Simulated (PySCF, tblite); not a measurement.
# C₂H₁₀NP₂Si₂ radical: geometry, infrared bands and EPR parameters

Wanted: the infrared bands and EPR parameters of C₂H₁₀NP₂Si₂ radical (`CN(C)[SiH]1P[SiH]P1`), by calculation.

The runs use tblite 0.8.0 and PySCF 2.14.0, with density-fitted response routines of our own; the level of theory stands in each step. All values are computed, except where a source is named. Atoms are numbered from 0 throughout.

### Step 1. The molecule as given

17 atoms, charge 0, multiplicity 2; geometry from: force field or distance geometry start.

Bonds of the start (Å): C0–N1 1.47, N1–C2 1.45, N1–Si3 1.72, Si3–P4 2.21, P4–Si5 2.23, Si5–P6 2.23, P6–Si3 2.19, C0–H7 1.11, C0–H8 1.10, C0–H9 1.09, C2–H10 1.11, C2–H11 1.09, C2–H12 1.11, Si3–H13 1.47, P4–H14 1.41, Si5–H15 1.49, P6–H16 1.41.

### Step 2. Optimising the geometry with GFN2-xTB

Job settings and geometry (Å):

```
{"job": {"kind": "relax", "xc": "GFN2-xTB", "basis": "xTB"}, "charge": 0, "multiplicity": 2}
C     -1.619900    -0.071500     1.652600
N     -0.860300     0.062600     0.397200
C     -1.723500     0.680200    -0.592900
Si     0.815100     0.428600     0.442400
P      1.904400    -1.174400     1.502100
Si     3.441400    -0.630100    -0.024900
P      1.770900    -0.192400    -1.430600
H     -1.809900     0.914800     2.115800
H     -2.589400    -0.559200     1.474600
H     -1.118200    -0.696800     2.395500
H     -2.696500     0.157600    -0.667100
H     -1.302800     0.636800    -1.600500
H     -1.935600     1.737200    -0.347100
H      1.108100     1.797900     0.895700
H      1.330100    -2.246100     0.792400
H      4.049500     0.662500     0.393600
H      1.229800    -1.495800    -1.465600
```

Started as:

```
$ OMP_NUM_THREADS=1 python probes_run.py task.json out
```

This one command runs all jobs of the session in turn.

**Question.** This job is followed by: GFN2-xTB harmonic vibrations, gas phase; UKS B3LYP, pcH-1 on C H N P Si, non-relativistic, mean-field spin-orbit, GIAO. What will the session give for the following? strongest single infrared mode (GFN2-xTB); zero-point energy (GFN2-xTB); g(iso) (B3LYP); ⟨S²⟩; largest a(iso) (averaged by class); potential on the surface of density 0.002 e/bohr³, 1st and 99th percentile.

The runs gave:

| quantity | value |
| --- | --- |
| strongest single infrared mode (GFN2-xTB) | 2313 cm⁻¹, 263 km/mol |
| zero-point energy (GFN2-xTB) | 73.7 kcal/mol |
| g(iso) (B3LYP) | 2.00974 |
| ⟨S²⟩ | 0.752 (exact 0.75) |
| largest a(iso) (averaged by class) | 29Si on Si5, -504.6 MHz |
| potential on the surface of density 0.002 e/bohr³, 1st and 99th percentile | -0.97 V and 0.97 V |

In words: Over 80 steps the energy fell by 0.651 eV; of the close pairs, Si3–P6 changed most, 2.193 to 2.255 Å. No mode is imaginary among the 45: a minimum at this level. The strongest single mode, at 2313 cm⁻¹, moves mainly H14 and H16. GFN2-xTB is a fitted tight-binding method: band positions and strengths are rough. Its intensities can rank the bands wrongly. Most of the unpaired spin sits on Si5 (0.78 e). The isotropic g lies 7.4 ppt above the free-electron value.
